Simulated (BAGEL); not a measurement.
**CH5InO2 (SMILES [CH3][In]([OH])[OH]): a chain of runs**

Aim: the energy (HF/ANO-RCC-VDZP), then the energy (NEVPT2(2,2)/ANO-RCC-VDZP) of CH5InO2. 

The calculation is run with BAGEL 1.2.2.

**1. Starting point**

CH5InO2 has 9 atoms, charge 0, and is taken as a singlet. As SMILES, `[CH3][In]([OH])[OH]`. Geometry: relaxed at PBE0-D4/def2-TZVP. This is one conformer, not always the lowest.

Bond lengths: C1–In2 2.127 Å, In2–O3 1.981 Å, In2–O4 1.993 Å, C1–H5 1.090 Å, C1–H6 1.090 Å, C1–H7 1.089 Å, O3–H8 0.961 Å, O4–H9 0.959 Å. Some angles: C1–In2–O3 124.7°, C1–In2–O4 129.1°, O3–In2–O4 106.2°, In2–C1–H5 109.8°, In2–C1–H6 109.5°, In2–C1–H7 109.4°, In2–O3–H8 111.0°, In2–O4–H9 114.4°, H5–C1–H6 109.0°, H5–C1–H7 109.7°.

**2. The energy at HF/ANO-RCC-VDZP (DKH2, density fitting with AutoAux) (run 1)**

File job.json:

```json
{ "bagel" : [

{
  "title" : "molecule",
  "basis" : "ano-rcc-vdzp.json",
  "df_basis" : "ano-rcc-vdzp-autoaux.json",
  "angstrom" : "true",
  "dkh" : "true",
  "geometry" : [
    { "atom" : "C", "xyz" : [   -0.086596,    0.920223,   -1.366244 ] },
    { "atom" : "In", "xyz" : [    0.122904,   -0.336077,    0.337756 ] },
    { "atom" : "O", "xyz" : [    1.440804,   -1.805977,    0.500856 ] },
    { "atom" : "O", "xyz" : [   -0.898596,   -0.312877,    2.048556 ] },
    { "atom" : "H", "xyz" : [   -1.126396,    0.929223,   -1.692844 ] },
    { "atom" : "H", "xyz" : [    0.212104,    1.936323,   -1.107744 ] },
    { "atom" : "H", "xyz" : [    0.547504,    0.548923,   -2.169844 ] },
    { "atom" : "H", "xyz" : [    1.365500,   -2.243400,    1.353100 ] },
    { "atom" : "H", "xyz" : [   -1.577096,    0.363723,    2.096056 ] }
  ]
},
{
  "title" : "hf"
},
{
  "title" : "print",
  "file" : "orbitals.molden",
  "orbitals" : "true"
}

]}
```

The basis set ANO-RCC-VDZP is read from a file made from the Basis Set Exchange's data (not shown).

On the command line:

```bash
BAGEL_NUM_THREADS=1 BAGEL job.json > job.out
```

Output:

```text
* using 1 threads per process

  ===============================================================
  ===============================================================

  *** Geometry ***

  { "atom" : "C", "xyz" : [     -0.163643,      1.738969,     -2.581827 ] },
  { "atom" : "In", "xyz" : [      0.232255,     -0.635093,      0.638266 ] },
  { "atom" : "O", "xyz" : [      2.722725,     -3.412802,      0.946481 ] },
  { "atom" : "O", "xyz" : [     -1.698100,     -0.591252,      3.871210 ] },
  { "atom" : "H", "xyz" : [     -2.128580,      1.755977,     -3.199012 ] },
  { "atom" : "H", "xyz" : [      0.400818,      3.659120,     -2.093333 ] },
  { "atom" : "H", "xyz" : [      1.034633,      1.037314,     -4.100411 ] },
  { "atom" : "H", "xyz" : [      2.580421,     -4.239412,      2.556988 ] },
  { "atom" : "H", "xyz" : [     -2.980280,      0.687337,      3.960972 ] },

  Number of auxiliary basis functions:     1214

  Since a DF basis is specified, we compute 2- and 3-index integrals:
    o Being stored without compression. Storage requirement is 0.118 GB

  Number of basis functions:      110
  Number of electrons      :       76

    * METHOD: MOLECULE                             3.50

  *** RHF ***

  === Nuclear Repulsion ===
   385.3174213184

      * DIIS with orbital gradients will be used.

  === RHF iteration (ano-rcc-vdzp.json) ===
      0      -6067.24505800          0.02630514           0.70
      1      -6067.47312473          0.02149138           0.72
      2      -6067.78760386          0.00198931           0.72
      3      -6067.79048797          0.00071010           0.71
      4      -6067.79097839          0.00011285           0.73
      5      -6067.79099635          0.00003589           0.70
      6      -6067.79099802          0.00001709           0.69
      7      -6067.79099848          0.00000602           0.74
      8      -6067.79099853          0.00000261           0.72
      9      -6067.79099855          0.00000086           0.68
     10      -6067.79099855          0.00000045           0.69
     11      -6067.79099855          0.00000015           0.71
     12      -6067.79099854          0.00000006           0.70
     13      -6067.79099855          0.00000003           0.72
     14      -6067.79099855          0.00000001           0.70
     15      -6067.79099855          0.00000001           0.71
    * SCF iteration converged.

    * Permanent dipole moment:
           (    0.656328,    -1.132414,     0.734846) a.u.

    * METHOD: HF                                  13.94

    * METHOD: PRINT                                0.03

  ===============================================================
```

Wall time 18 s (1 thread of Arm Neoverse V1, shared host); peak memory 0.41 GiB.

**3. A single-point energy at NEVPT2(2,2)/ANO-RCC-VDZP (DKH2, density fitting with AutoAux) (run 2)**

File nevpt2.json:

```json
{ "bagel" : [

{
  "title" : "molecule",
  "basis" : "ano-rcc-vdzp.json",
  "df_basis" : "ano-rcc-vdzp-autoaux.json",
  "angstrom" : true,
  "dkh" : true,
  "geometry" : [
    { "atom" : "C", "xyz" : [      -0.086596,       0.920223,      -1.366244 ] },
    { "atom" : "In", "xyz" : [       0.122904,      -0.336077,       0.337756 ] },
    { "atom" : "O", "xyz" : [       1.440804,      -1.805977,       0.500856 ] },
    { "atom" : "O", "xyz" : [      -0.898596,      -0.312877,       2.048556 ] },
    { "atom" : "H", "xyz" : [      -1.126396,       0.929223,      -1.692844 ] },
    { "atom" : "H", "xyz" : [       0.212104,       1.936323,      -1.107744 ] },
    { "atom" : "H", "xyz" : [       0.547504,       0.548923,      -2.169844 ] },
    { "atom" : "H", "xyz" : [       1.365500,      -2.243400,       1.353100 ] },
    { "atom" : "H", "xyz" : [      -1.577096,       0.363723,       2.096056 ] }
  ]
},

{ "title" : "hf", "charge" : 0 },

{ "title" : "casscf", "nstate" : 1, "nact" : 2, "nclosed" : 37, "charge" : 0, "active" : [31, 42], "maxiter" : 200, "natocc" : true },

{
  "title" : "nevpt2",
  "nstate" : 1,
  "nact" : 2,
  "nclosed" : 37,
  "charge" : 0,
  "active" : [31, 42],
  "maxiter" : 200,
  "natocc" : true,
  "ncore" : 21
},

{ "title" : "print", "file" : "orbitals.molden", "orbitals" : true }

]}
```

The basis set ANO-RCC-VDZP is read from a file made from the Basis Set Exchange's data (not shown).

On the command line:

```bash
BAGEL_NUM_THREADS=1 BAGEL nevpt2.json > nevpt2.out
```

Output:

```text
* using 1 threads per process

  ===============================================================
  ===============================================================

  *** Geometry ***

  { "atom" : "C", "xyz" : [     -0.163643,      1.738969,     -2.581827 ] },
  { "atom" : "In", "xyz" : [      0.232255,     -0.635093,      0.638266 ] },
  { "atom" : "O", "xyz" : [      2.722725,     -3.412802,      0.946481 ] },
[... 5 lines of this table left out ...]
  { "atom" : "H", "xyz" : [     -2.980280,      0.687337,      3.960972 ] },

  Number of auxiliary basis functions:     1214

  Since a DF basis is specified, we compute 2- and 3-index integrals:
    o Being stored without compression. Storage requirement is 0.118 GB

  Number of basis functions:      110
  Number of electrons      :       76

    * METHOD: MOLECULE                             3.32

  *** RHF ***

[... 11 lines left out ...]
    * SCF iteration converged.
[... 1 line left out ...]
    * Permanent dipole moment:
[... 27 lines left out ...]
    * Second-order optimization converged. *

     guess   0:   closed 1.                   open ..

  === FCI iteration ===

      0  0     -6067.79073116     1.03e-01      0.00
      1  0     -6067.81126819     2.50e-03      0.00
      2  0 *   -6067.81128870     4.23e-16      0.00

     * ci vector, state   0, <S^2> = 0.0000
       2.     0.9950513572
       .2    -0.0993619467

    * METHOD: CASSCF                              57.00

    * freezing 21 orbitals

  === DF-NEVPT2 calculation ===

    * 3-index integral transformation done
    * assembly done

      NEVPT2 correlation energy:   -0.9976666893      0.51

          (+0)     -0.8568264429
          (+0)'    -0.0953772009
          (+1)     -0.0054248556
          (+1)'    -0.0000041946
          (+2)     -0.0004779076
          (-1)     -0.0331735161
          (-1)'    -0.0000514819
          (-2)     -0.0063310897

      NEVPT2 total energy:       -6068.8089553881

    * METHOD: NEVPT2                               1.60

    * METHOD: PRINT                                0.03

  ===============================================================
```

Run time: 76 s. Hardware: 1 thread of Arm Neoverse V1, shared host; peak memory 0.43 GiB.

**4. Summary of results**

| quantity | value |
| --- | --- |
| run 1, HF/ANO-RCC-VDZP: total energy | -6067.79100 Eh |
| run 1, HF/ANO-RCC-VDZP: dipole moment | 3.82 D |
| run 1, HF/ANO-RCC-VDZP: HOMO energy | -11.54 eV |
| run 1, HF/ANO-RCC-VDZP: LUMO energy | 1.41 eV |
| run 1, HF/ANO-RCC-VDZP: HOMO–LUMO gap | 12.95 eV |
| run 2, NEVPT2(2,2)/ANO-RCC-VDZP: total energy | -6068.80896 Eh |
